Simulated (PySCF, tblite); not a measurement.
**BH₆NSSi: dynamics, then NMR shifts on frames**

Aim: move BH₆NSSi (`NBS[SiH3]`) away from its starting geometry and see how NMR shifts follow the geometry.

Computed with tblite 0.8.0 and PySCF 2.14.0, with density-fitted response routines of our own, on a single molecule in the gas phase. Atoms count from 0, in the outputs and in this text.

### 1 Starting geometry

10 atoms, charge 0, multiplicity 1; geometry from: GFN2-xTB.

Bonds of the start (Å): N0–B1 1.38, B1–S2 1.81, S2–Si3 2.14, N0–H4 1.01, N0–H5 1.00, B1–H6 1.17, Si3–H7 1.45, Si3–H8 1.46, Si3–H9 1.46.

### 2 Dynamics with GFN2-xTB

Job settings and geometry (Å):

```
{"job": {"kind": "md", "xc": "GFN2-xTB", "basis": "xTB", "temperature": 200, "steps": 2000, "every": 50, "frames": 5}, "charge": 0, "multiplicity": 1}
N      2.328031    -0.054210    -0.239894
B      0.968986     0.193454    -0.253942
S     -0.098818    -0.807859     0.805673
Si    -2.063680    -0.106619     0.326974
H      2.742731    -0.768219     0.335883
H      3.001329     0.451738    -0.788206
H      0.522154     1.033071    -0.936457
H     -2.912150    -0.897880     1.200659
H     -2.150624     1.321605     0.612390
H     -2.329077    -0.360428    -1.085607
```

Method: GFN2-xTB Langevin dynamics, gas phase.

Launch:

```
OMP_NUM_THREADS=1 python probes_run.py task.json out
```

The driver reads the jobs from task.json and runs them one after another.

Log:

```text
t/fs     T/K      E/eV
    0.0   169.5   -333.82224
   25.0   100.9   -333.71813
   50.0   133.5   -333.68170
   75.0   156.4   -333.67006
  100.0   186.5   -333.59403
  125.0   176.6   -333.62619
  150.0   193.8   -333.68058
  175.0   173.0   -333.64837
  200.0   175.8   -333.58067
  225.0   225.9   -333.57889
  250.0   304.5   -333.64018
  275.0   241.1   -333.60523
  300.0   253.1   -333.65416
  325.0   141.4   -333.60998
  350.0   220.7   -333.61680
  375.0   258.7   -333.66221
  400.0   176.3   -333.67973
  425.0   159.8   -333.55135
  450.0   196.8   -333.53789
  475.0   144.8   -333.55623
  500.0   147.4   -333.53020
  525.0   154.0   -333.47495
  550.0   210.2   -333.60406
  575.0   183.6   -333.63679
  600.0   261.3   -333.61280
  625.0   259.1   -333.57714
  650.0   217.8   -333.57613
  675.0   161.1   -333.57720
  700.0   126.7   -333.52763
  725.0   230.7   -333.64418
  750.0   165.3   -333.52646
  775.0   224.1   -333.53984
  800.0   262.6   -333.59021
  825.0   253.3   -333.58949
  850.0   206.8   -333.63882
  875.0   223.0   -333.60334
  900.0   164.2   -333.57055
  925.0   195.8   -333.55195
  950.0   225.1   -333.58272
  975.0   193.7   -333.58655
 1000.0   202.8   -333.57860
```

Run time: 23 s. Hardware: 1 thread of Intel Xeon at 2.50GHz, shared host; peak memory 0.18 GiB.

Distance from the start (root mean square after alignment): 0 fs 0.00 Å, 200 fs 0.21 Å, 400 fs 0.38 Å, 600 fs 0.22 Å, 800 fs 0.26 Å, 1000 fs 0.70 Å.

Positions (Å) and forces (eV/Å) at 1000 fs:

```xyz
10

N     1.534    0.746   -0.482    0.405    0.023    0.806
B     0.196    0.523   -0.238   -0.728    0.185   -0.736
S    -0.421   -0.186    1.299    0.107   -0.457    0.341
Si   -2.311   -1.048    0.727   -0.070    0.681   -0.633
H     2.161    0.538    0.281    0.133   -0.148    0.126
H     2.048    1.276   -1.163   -0.527   -0.029   -0.348
H    -0.678    0.757   -0.997    0.503    0.144   -0.227
H    -2.294   -2.468    0.427    0.224   -0.094    0.056
H    -3.275   -0.690    1.728   -0.137   -0.022    0.519
H    -2.724   -0.272   -0.459    0.091   -0.282    0.097
```

### 3 Nuclear shieldings: 250 fs, PBE0/pcSseg-1

Job settings and geometry (Å):

```
{"job": {"kind": "nmr", "xc": "PBE0", "basis": "pcSseg-1", "pop": false}, "charge": 0, "multiplicity": 1}
N      2.141000     0.132400    -0.249500
B      0.773200     0.219000    -0.139900
S     -0.122600    -0.837200     1.037400
Si    -2.124900    -0.516400     0.196600
H      2.750100    -0.522700     0.214000
H      2.560900     0.688200    -0.998300
H      0.203800     0.916500    -0.802500
H     -2.981500    -1.396300     0.989800
H     -2.486200     0.870500     0.087500
H     -2.061300    -1.100100    -1.141500
```

With the program's defaults for keys left out, this is: GIAO PBE0/pcSseg-1 NMR shielding, non-relativistic, gas phase.

Log:

```text
coarse grid: 9120 points
cycle   1  E = -770.5164349842  dE =  2.049e-01  |g| = 3.630e-01  |ddm| = 2.739e+00
cycle   2  E = -770.5081817832  dE =  8.253e-03  |g| = 4.258e-01  |ddm| = 7.750e-01
cycle   3  E = -770.5504856288  dE = -4.230e-02  |g| = 5.329e-02  |ddm| = 4.223e-01
cycle   4  E = -770.5510954596  dE = -6.098e-04  |g| = 2.282e-02  |ddm| = 6.172e-02
cycle   5  E = -770.5512167087  dE = -1.212e-04  |g| = 4.121e-03  |ddm| = 2.489e-02
cycle   6  E = -770.5512211270  dE = -4.418e-06  |g| = 1.108e-03  |ddm| = 6.582e-03
final grid: 78104 points
cycle   7  E = -770.5709961169  dE = -1.665e-05  |g| = 6.232e-03  |ddm| = 1.823e-02
cycle   8  E = -770.5709879511  dE =  8.166e-06  |g| = 8.590e-03  |ddm| = 1.166e-02
cycle   9  E = -770.5710049769  dE = -1.703e-05  |g| = 5.990e-04  |ddm| = 7.011e-03
cycle  10  E = -770.5710050493  dE = -7.246e-08  |g| = 1.797e-04  |ddm| = 5.088e-04
cycle  11  E = -770.5710050576  dE = -8.273e-09  |g| = 3.392e-05  |ddm| = 2.322e-04
cycle  12  E = -770.5710050580  dE = -3.994e-10  |g| = 6.264e-06  |ddm| = 6.159e-05
converged SCF energy = -770.5710050580

GIAO shielding tensors (ppm)
atom      isotropic    diamagn.    paramagn.     s11        s22        s33       span
  0 N      156.447     317.342    -160.895     59.079    201.682    208.579    149.501
  1 B       62.042     197.830    -135.788     18.719     53.527    113.880     95.161
  2 S      702.431    1060.498    -358.067    504.246    749.152    853.895    349.649
  3 Si     399.835     879.110    -479.275    355.797    386.002    457.705    101.909
  4 H       27.347      30.634      -3.287     22.597     25.196     34.249     11.653
  5 H       27.025      29.248      -2.223     21.550     24.179     35.346     13.796
  6 H       27.202      33.711      -6.509     24.752     25.166     31.688      6.936
  7 H       26.969      28.492      -1.523     23.393     24.782     32.732      9.339
  8 H       27.307      29.298      -1.991     23.709     25.388     32.824      9.115
  9 H       27.147      29.364      -2.216     22.921     25.860     32.661      9.739
```

It took 19 s on 1 thread of Intel Xeon at 2.50GHz, shared host; peak memory 0.5 GiB.

Shifts follow as δ = σ(reference) − σ, with reference shieldings (ppm) from runs at the same level and on the same kind of geometry: ¹H TMS 31.72, ²⁹Si TMS 349.2, ¹⁵N NH3 267.7, ¹¹B BF3·OEt2 100.1, ³³S CS2 504. The references are single molecules in the gas phase, so shifts against H2O, NH3, PH3, H3PO4 or CFCl3 are not on the usual liquid scales and can be off by tens of ppm. Each atom is listed at this fixed geometry, with no averaging over motion; a spectrum would average atoms that exchange fast.

| atoms | environment | σ (ppm) | δ (ppm) |
| --- | --- | --- | --- |
| H7 | hydrogen on a silicon bonded to S | 26.97 | 4.75 |
| H5 | hydrogen on a nitrogen bonded to B | 27.02 | 4.69 |
| H9 | hydrogen on a silicon bonded to S | 27.15 | 4.57 |
| H6 | hydrogen on a boron bonded to N, S | 27.20 | 4.52 |
| H8 | hydrogen on a silicon bonded to S | 27.31 | 4.41 |
| H4 | hydrogen on a nitrogen bonded to B | 27.35 | 4.37 |
| N0 | nitrogen bonded to B, 2 H | 156.4 | 111.3 |
| B1 | boron bonded to N, S, H | 62.0 | 38.0 |
| S2 | sulfur bonded to B, Si | 702 | -199 |
| Si3 | silicon bonded to S, 3 H | 399.8 | -50.7 |

### 4 Nuclear shieldings: 425 fs, PBE0/pcSseg-1

Job settings and geometry (Å):

```
{"job": {"kind": "nmr", "xc": "PBE0", "basis": "pcSseg-1", "pop": false}, "charge": 0, "multiplicity": 1}
N      2.239600     0.112700    -0.058500
B      0.871800    -0.188700    -0.296600
S     -0.287200    -0.407500     1.121400
Si    -2.080200    -1.039400     0.143300
H      2.492400    -0.010100     0.924600
H      3.006700     0.284000    -0.706200
H      0.478400    -0.147400    -1.362700
H     -2.702900    -2.123800     0.842800
H     -2.889800     0.203600    -0.078900
H     -1.895700    -1.539800    -1.201300
```

With the program's defaults for keys left out, this is: GIAO PBE0/pcSseg-1 NMR shielding, non-relativistic, gas phase.

Log:

```text
coarse grid: 9120 points
cycle   1  E = -770.5187448595  dE =  1.474e-01  |g| = 3.370e-01  |ddm| = 2.730e+00
cycle   2  E = -770.5120095393  dE =  6.735e-03  |g| = 3.978e-01  |ddm| = 6.527e-01
cycle   3  E = -770.5468479596  dE = -3.484e-02  |g| = 5.793e-02  |ddm| = 3.448e-01
cycle   4  E = -770.5475862560  dE = -7.383e-04  |g| = 2.236e-02  |ddm| = 6.407e-02
cycle   5  E = -770.5477043069  dE = -1.181e-04  |g| = 3.568e-03  |ddm| = 2.568e-02
cycle   6  E = -770.5477078566  dE = -3.550e-06  |g| = 9.725e-04  |ddm| = 6.029e-03
final grid: 78104 points
cycle   7  E = -770.5672508367  dE = -1.520e-05  |g| = 7.113e-03  |ddm| = 1.812e-02
cycle   8  E = -770.5672387269  dE =  1.211e-05  |g| = 1.018e-02  |ddm| = 1.298e-02
cycle   9  E = -770.5672622849  dE = -2.356e-05  |g| = 6.966e-04  |ddm| = 7.726e-03
cycle  10  E = -770.5672623881  dE = -1.032e-07  |g| = 1.901e-04  |ddm| = 6.238e-04
cycle  11  E = -770.5672623977  dE = -9.596e-09  |g| = 3.828e-05  |ddm| = 2.510e-04
cycle  12  E = -770.5672623982  dE = -4.832e-10  |g| = 7.295e-06  |ddm| = 6.146e-05
converged SCF energy = -770.5672623982

GIAO shielding tensors (ppm)
atom      isotropic    diamagn.    paramagn.     s11        s22        s33       span
  0 N      152.450     318.153    -165.703     48.032    202.792    206.527    158.495
  1 B       58.394     197.238    -138.844     27.854     39.108    108.219     80.365
  2 S      709.378    1060.948    -351.570    502.315    752.957    872.860    370.545
  3 Si     401.137     879.182    -478.045    350.281    375.528    477.603    127.322
  4 H       27.273      30.597      -3.324     21.407     26.859     33.554     12.147
  5 H       26.581      29.309      -2.728     22.547     22.922     34.275     11.728
  6 H       26.825      32.489      -5.664     25.025     25.416     30.034      5.008
  7 H       27.317      28.661      -1.343     23.496     25.120     33.336      9.840
  8 H       26.285      28.084      -1.800     22.122     24.396     32.336     10.214
  9 H       27.291      29.503      -2.212     23.946     25.854     32.075      8.129
```

Run time: 17 s. Hardware: 1 thread of Intel Xeon at 2.50GHz, shared host; peak memory 0.49 GiB.

Key values: δ N0 115.3, B1 41.7, S2 -206, Si3 -52.0, H8 5.43, H5 5.14 ppm.

### 5 NMR shieldings: 625 fs, PBE0/pcSseg-1

Job settings and geometry (Å):

```
{"job": {"kind": "nmr", "xc": "PBE0", "basis": "pcSseg-1", "pop": false}, "charge": 0, "multiplicity": 1}
N      2.293500     0.020800     0.048500
B      0.879400    -0.132200    -0.191600
S     -0.015800    -0.863700     1.228100
Si    -1.952400    -0.824300     0.463300
H      2.729700    -0.455400     0.888000
H      2.935400     0.460200    -0.598100
H      0.343300     0.292500    -1.154400
H     -2.826500    -1.229100     1.599100
H     -2.360600     0.550900     0.071800
H     -2.121700    -1.728600    -0.675500
```

With the program's defaults for keys left out, this is: GIAO PBE0/pcSseg-1 NMR shielding, non-relativistic, gas phase.

Log:

```text
coarse grid: 9120 points
cycle   1  E = -770.5258662780  dE =  1.307e-01  |g| = 3.270e-01  |ddm| = 2.720e+00
cycle   2  E = -770.5166526015  dE =  9.214e-03  |g| = 4.026e-01  |ddm| = 6.448e-01
cycle   3  E = -770.5521789624  dE = -3.553e-02  |g| = 5.937e-02  |ddm| = 3.453e-01
cycle   4  E = -770.5529717241  dE = -7.928e-04  |g| = 2.230e-02  |ddm| = 6.649e-02
cycle   5  E = -770.5530883381  dE = -1.166e-04  |g| = 3.567e-03  |ddm| = 2.613e-02
cycle   6  E = -770.5530916339  dE = -3.296e-06  |g| = 1.065e-03  |ddm| = 5.899e-03
final grid: 78104 points
cycle   7  E = -770.5727257321  dE = -1.588e-05  |g| = 6.808e-03  |ddm| = 1.716e-02
cycle   8  E = -770.5727134584  dE =  1.227e-05  |g| = 1.005e-02  |ddm| = 1.214e-02
cycle   9  E = -770.5727361594  dE = -2.270e-05  |g| = 6.900e-04  |ddm| = 7.222e-03
cycle  10  E = -770.5727362572  dE = -9.781e-08  |g| = 1.959e-04  |ddm| = 6.503e-04
cycle  11  E = -770.5727362673  dE = -1.012e-08  |g| = 4.254e-05  |ddm| = 2.538e-04
cycle  12  E = -770.5727362679  dE = -6.029e-10  |g| = 6.715e-06  |ddm| = 6.478e-05
converged SCF energy = -770.5727362679

GIAO shielding tensors (ppm)
atom      isotropic    diamagn.    paramagn.     s11        s22        s33       span
  0 N      142.397     317.755    -175.358     39.164    191.156    196.871    157.707
  1 B       58.034     196.924    -138.891     22.460     43.050    108.592     86.131
  2 S      713.390    1061.202    -347.812    476.701    793.504    869.965    393.264
  3 Si     407.721     878.972    -471.251    367.643    393.820    461.700     94.058
  4 H       26.100      28.922      -2.822     20.963     25.447     31.890     10.927
  5 H       27.016      29.744      -2.728     22.517     23.372     35.159     12.642
  6 H       26.025      31.261      -5.236     24.383     24.529     29.163      4.780
  7 H       26.713      27.931      -1.218     23.200     24.566     32.373      9.173
  8 H       26.706      28.715      -2.010     22.937     24.992     32.188      9.251
  9 H       26.971      28.576      -1.605     22.957     25.065     32.892      9.936
```

Wall time 18 s (1 thread of Intel Xeon at 2.50GHz, shared host); peak memory 0.49 GiB.

This run: δ N0 125.3, B1 42.0, S2 -210, Si3 -58.6, H6 5.69, H4 5.62 ppm.

### 6 NMR shieldings: 800 fs, PBE0/pcSseg-1

Job settings and geometry (Å):

```
{"job": {"kind": "nmr", "xc": "PBE0", "basis": "pcSseg-1", "pop": false}, "charge": 0, "multiplicity": 1}
N      2.085200     0.492800    -0.211000
B      0.777800     0.052200    -0.080000
S      0.033900    -0.806900     1.258800
Si    -2.125200    -0.650600     0.917600
H      2.859900     0.475600     0.438700
H      2.449800     0.900900    -1.064300
H      0.117700     0.383400    -1.038200
H     -2.840600    -1.519800     1.839900
H     -2.516600     0.762100     1.050900
H     -2.313300    -1.176600    -0.432600
```

Method: GIAO PBE0/pcSseg-1 NMR shielding, non-relativistic, gas phase.

Log:

```text
coarse grid: 9120 points
cycle   1  E = -770.5133829073  dE =  2.041e-01  |g| = 3.692e-01  |ddm| = 2.733e+00
cycle   2  E = -770.5018511077  dE =  1.153e-02  |g| = 4.468e-01  |ddm| = 7.728e-01
cycle   3  E = -770.5487529763  dE = -4.690e-02  |g| = 5.114e-02  |ddm| = 4.195e-01
cycle   4  E = -770.5493140677  dE = -5.611e-04  |g| = 2.354e-02  |ddm| = 6.509e-02
cycle   5  E = -770.5494448239  dE = -1.308e-04  |g| = 3.745e-03  |ddm| = 2.585e-02
cycle   6  E = -770.5494486219  dE = -3.798e-06  |g| = 1.044e-03  |ddm| = 5.895e-03
final grid: 78104 points
cycle   7  E = -770.5697075130  dE = -1.496e-05  |g| = 6.719e-03  |ddm| = 1.774e-02
cycle   8  E = -770.5696979732  dE =  9.540e-06  |g| = 9.244e-03  |ddm| = 1.269e-02
cycle   9  E = -770.5697178851  dE = -1.991e-05  |g| = 6.955e-04  |ddm| = 7.519e-03
cycle  10  E = -770.5697179834  dE = -9.830e-08  |g| = 1.714e-04  |ddm| = 5.771e-04
cycle  11  E = -770.5697179909  dE = -7.555e-09  |g| = 3.290e-05  |ddm| = 2.074e-04
cycle  12  E = -770.5697179913  dE = -3.423e-10  |g| = 8.143e-06  |ddm| = 5.254e-05
converged SCF energy = -770.5697179913

GIAO shielding tensors (ppm)
atom      isotropic    diamagn.    paramagn.     s11        s22        s33       span
  0 N      163.993     313.223    -149.230     79.291    195.947    216.742    137.451
  1 B       65.394     197.116    -131.722     20.099     59.815    116.267     96.168
  2 S      698.957    1060.149    -361.192    522.421    744.829    829.621    307.201
  3 Si     397.333     879.180    -481.848    359.848    382.241    449.909     90.061
  4 H       28.029      29.681      -1.652     22.774     24.947     36.366     13.593
  5 H       27.568      29.807      -2.240     22.146     24.940     35.617     13.471
  6 H       26.392      32.165      -5.773     23.316     25.940     29.920      6.605
  7 H       27.141      28.459      -1.318     23.778     25.050     32.595      8.817
  8 H       26.876      28.781      -1.905     22.791     25.252     32.584      9.793
  9 H       26.832      29.269      -2.437     22.981     25.327     32.186      9.205
```

Wall time 18 s (1 thread of Intel Xeon at 2.50GHz, shared host); peak memory 0.49 GiB.

This run: δ N0 103.7, B1 34.7, S2 -195, Si3 -48.2, H6 5.33, H9 4.89 ppm.

### 7 Shielding tensors: 1000 fs, PBE0/pcSseg-1

Job settings and geometry (Å):

```
{"job": {"kind": "nmr", "xc": "PBE0", "basis": "pcSseg-1", "pop": false}, "charge": 0, "multiplicity": 1}
N      1.534100     0.745800    -0.481800
B      0.195900     0.523000    -0.237600
S     -0.420600    -0.186100     1.298600
Si    -2.310700    -1.048500     0.727000
H      2.161000     0.538500     0.280500
H      2.048300     1.276000    -1.163400
H     -0.678500     0.756900    -0.997300
H     -2.294000    -2.467900     0.427200
H     -3.275300    -0.689800     1.727600
H     -2.724400    -0.272200    -0.459300
```

Level: GIAO PBE0/pcSseg-1 NMR shielding, non-relativistic, gas phase.

Log:

```text
coarse grid: 9120 points
cycle   1  E = -770.5154415263  dE =  2.286e-01  |g| = 3.553e-01  |ddm| = 2.740e+00
cycle   2  E = -770.5089847409  dE =  6.457e-03  |g| = 4.117e-01  |ddm| = 7.194e-01
cycle   3  E = -770.5474757065  dE = -3.849e-02  |g| = 5.160e-02  |ddm| = 3.819e-01
cycle   4  E = -770.5480626668  dE = -5.870e-04  |g| = 2.234e-02  |ddm| = 6.377e-02
cycle   5  E = -770.5481792886  dE = -1.166e-04  |g| = 3.747e-03  |ddm| = 2.500e-02
cycle   6  E = -770.5481830914  dE = -3.803e-06  |g| = 1.065e-03  |ddm| = 6.315e-03
final grid: 78104 points
cycle   7  E = -770.5679902533  dE = -1.709e-05  |g| = 6.854e-03  |ddm| = 1.868e-02
cycle   8  E = -770.5679805033  dE =  9.750e-06  |g| = 9.426e-03  |ddm| = 1.261e-02
cycle   9  E = -770.5680009283  dE = -2.042e-05  |g| = 6.682e-04  |ddm| = 7.565e-03
cycle  10  E = -770.5680010212  dE = -9.299e-08  |g| = 1.744e-04  |ddm| = 5.686e-04
cycle  11  E = -770.5680010290  dE = -7.777e-09  |g| = 3.519e-05  |ddm| = 2.266e-04
cycle  12  E = -770.5680010294  dE = -4.061e-10  |g| = 6.925e-06  |ddm| = 6.014e-05
converged SCF energy = -770.5680010294

GIAO shielding tensors (ppm)
atom      isotropic    diamagn.    paramagn.     s11        s22        s33       span
  0 N      167.274     315.329    -148.055     81.738    200.348    219.736    137.998
  1 B       60.836     197.274    -136.438     29.291     46.300    106.918     77.627
  2 S      678.368    1060.800    -382.432    467.849    738.787    828.467    360.618
  3 Si     395.695     879.200    -483.505    352.658    366.748    467.679    115.021
  4 H       27.997      31.272      -3.275     21.982     27.197     34.811     12.828
  5 H       27.531      29.777      -2.246     22.820     23.540     36.233     13.413
  6 H       26.196      31.543      -5.347     23.921     24.101     30.566      6.644
  7 H       27.261      28.605      -1.344     23.269     25.157     33.355     10.086
  8 H       27.185      28.693      -1.509     23.312     25.115     33.127      9.816
  9 H       26.787      28.952      -2.165     23.706     25.300     31.356      7.651
```

Run time: 16 s. Hardware: 1 thread of Intel Xeon at 2.50GHz, shared host; peak memory 0.5 GiB.

Key values: δ N0 100.5, B1 39.2, S2 -175, Si3 -46.5, H6 5.52, H9 4.93 ppm.

### 8 Side by side: NMR shifts

Shifts (ppm) of some atoms, chosen among heavy atoms and hydrogens apart, with basis size and wall time:

| frame | H6 | H8 | H4 | N0 | B1 | S2 | Si3 | functions | time |
| --- | --- | --- | --- | --- | --- | --- | --- | --- | --- |
| 250 fs | 4.52 | 4.41 | 4.37 | 111.3 | 38.0 | -199 | -50.7 | 112 | 19 s |
| 425 fs | 4.89 | 5.43 | 4.44 | 115.3 | 41.7 | -206 | -52.0 | 112 | 17 s |
| 625 fs | 5.69 | 5.01 | 5.62 | 125.3 | 42.0 | -210 | -58.6 | 112 | 18 s |
| 800 fs | 5.33 | 4.84 | 3.69 | 103.7 | 34.7 | -195 | -48.2 | 112 | 18 s |
| 1000 fs | 5.52 | 4.53 | 3.72 | 100.5 | 39.2 | -175 | -46.5 | 112 | 16 s |

### 9 Outcome

```
                                           quantity                                   value
                                         thermostat                                   200 K
                      mean temperature, second half                                   203 K
            mean potential energy above the minimum                                 0.25 eV
      ¹H shifts against TMS (PBE0/pcSseg-1, 250 fs)  4.75, 4.69, 4.57, 4.52, 4.41, 4.37 ppm
     ¹⁵N shifts against NH3 (PBE0/pcSseg-1, 250 fs)                               111.3 ppm
¹¹B shifts against BF3·OEt2 (PBE0/pcSseg-1, 250 fs)                                38.0 ppm
     ³³S shifts against CS2 (PBE0/pcSseg-1, 250 fs)                                -199 ppm
    ²⁹Si shifts against TMS (PBE0/pcSseg-1, 250 fs)                               -50.7 ppm
                           range of the shift of S2                        -210 to -175 ppm
```

**Reading.** In the second half the potential energy averages 0.25 eV above the minimum; equipartition over 24 harmonic modes at 200 K would give 0.21 eV. With 10 atoms the temperature swings widely (101 to 304 K). Shifts at one fixed geometry are not the observed spectrum, which averages over the motion. In the first frame run (250 fs): Shielding is most anisotropic at S2 (span 350 ppm, paramagnetic term -358 ppm). In ppm, S2 moves most: its shift spreads over 35 ppm, from -210 (625 fs) to -175 (1000 fs).
